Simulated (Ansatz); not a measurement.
# AlAsH₂ (singlet): PBE, r2SCAN, PBE0, B3LYP, wB97M-V, B2PLYP, RPA-PBE over vertical spin and charge gaps, cc-pVDZ

How well do these functionals follow the top wave-function level for AlAsH₂ (singlet) over vertical spin and charge gaps?

Computed with Ansatz 0.2.0, Gaussian basis. Level: cc-pVDZ, all electrons in the functionals, frozen cores in the correlation of double hybrids and RPA.

To be run: PBE, r2SCAN, PBE0, B3LYP, wB97M-V, B2PLYP, RPA-PBE, at charge 0, singlet; charge 0, triplet; charge 1, doublet.

9 further runs of the same task are left out: 5 for a known fault of the program, 4 set aside as unsound or not needed.

**1. The geometry**

The geometry is a PBE0/def2-TZVP stationary point (not a proven minimum). No spin-orbit coupling is included. The filled d shell of As may be among the frozen orbitals whatever the setting's name suggests; the logs give the count.

4 atoms, charge 0, spin multiplicity 1.

Atoms are counted from 1 here; the program's logs count them from 0.

Bond lengths: Al1–As2 2.523 Å, As2–H3 1.535 Å, As2–H4 1.535 Å. Angles: Al1–As2–H3 80.9°, Al1–As2–H4 80.9°, H3–As2–H4 90.2°.

No dispersion term is added; wB97M-V holds VV10 nonlocal correlation. B3LYP takes the VWN-RPA correlation.

The geometry shown and the zero of energy belong to the point charge 0, singlet. The yardstick, RCCSDTQ, and other wave-function levels (R restricted, U unrestricted, valence and pair active spaces) come from earlier runs.

**2. PBE, charge 0, singlet**

The input, in.yaml:

```yaml
crystal:
  periodic: [false, false, false]
  atoms:
    - {symbol: Al, position_ang: [-0.010266, 0.000001, 1.863024]}
    - {symbol: As, position_ang: [0.031352, 0.000000, -0.659252]}
    - {symbol: H, position_ang: [-1.027816, -1.087510, -0.434086]}
    - {symbol: H, position_ang: [-1.027822, 1.087503, -0.434087]}
basis:
  gaussian: {orbitals: cc-pVDZ}
magnetization: {spin_polarized: true, initial_magnetization: 0}
hamiltonian: {xc: {name: PBE}}
output: {orbitals: {seedname: orbitals}}
```

On the command line:

```
$ ansatz run in.yaml --threads 1 --pin off --events-out ev --progress --plain --max-ram 4096MiB --backend cpu
```

Further steps of the session: PBE, charge 0, triplet; PBE, charge 1, doublet; r2SCAN, charge 0, singlet; r2SCAN, charge 0, triplet; r2SCAN, charge 1, doublet; PBE0, charge 0, singlet; PBE0, charge 0, triplet; PBE0, charge 1, doublet; B3LYP, charge 0, singlet; B3LYP, charge 0, triplet; B3LYP, charge 1, doublet; wB97M-V, charge 0, singlet; wB97M-V, charge 0, triplet; wB97M-V, charge 1, doublet; B2PLYP, charge 0, singlet; B2PLYP, charge 0, triplet; B2PLYP, charge 1, doublet; RPA-PBE, charge 0, singlet; RPA-PBE, charge 0, triplet; RPA-PBE, charge 1, doublet.

Before running them: what should the planned runs give, taken together? Wanted: singlet to triplet, RCCSDTQ; ionisation to the doublet cation, RCCSDTQ; largest miss, PBE; largest miss, r2SCAN; largest miss, PBE0; largest miss, B3LYP; largest miss, wB97M-V; largest miss, B2PLYP; largest miss, RPA-PBE.

**Answer**, as computed:

| quantity | value |
| --- | --- |
| singlet to triplet, RCCSDTQ | 1.768 eV |
| ionisation to the doublet cation, RCCSDTQ | 7.382 eV |
| largest miss, PBE | -0.099 eV (singlet to triplet) |
| largest miss, r2SCAN | -0.239 eV (singlet to triplet) |
| largest miss, PBE0 | -0.112 eV (singlet to triplet) |
| largest miss, B3LYP | +0.126 eV (ionisation to the doublet cation) |
| largest miss, wB97M-V | +0.303 eV (singlet to triplet) |
| largest miss, B2PLYP | +0.043 eV (singlet to triplet) |
| largest miss, RPA-PBE | +0.157 eV (ionisation to the doublet cation) |
| largest miss, RCCSD(T) | +0.006 eV (singlet to triplet) |
| largest miss, UCCSD(T) | +0.005 eV (singlet to triplet) |

What this shows: Of the functionals, B2PLYP keep the smallest largest miss at the points compared (at most 0.043 eV) and wB97M-V strays most (0.303 eV, at singlet to triplet). Functionals and the yardstick converge differently with the basis, so part of each miss in cc-pVDZ is the basis.
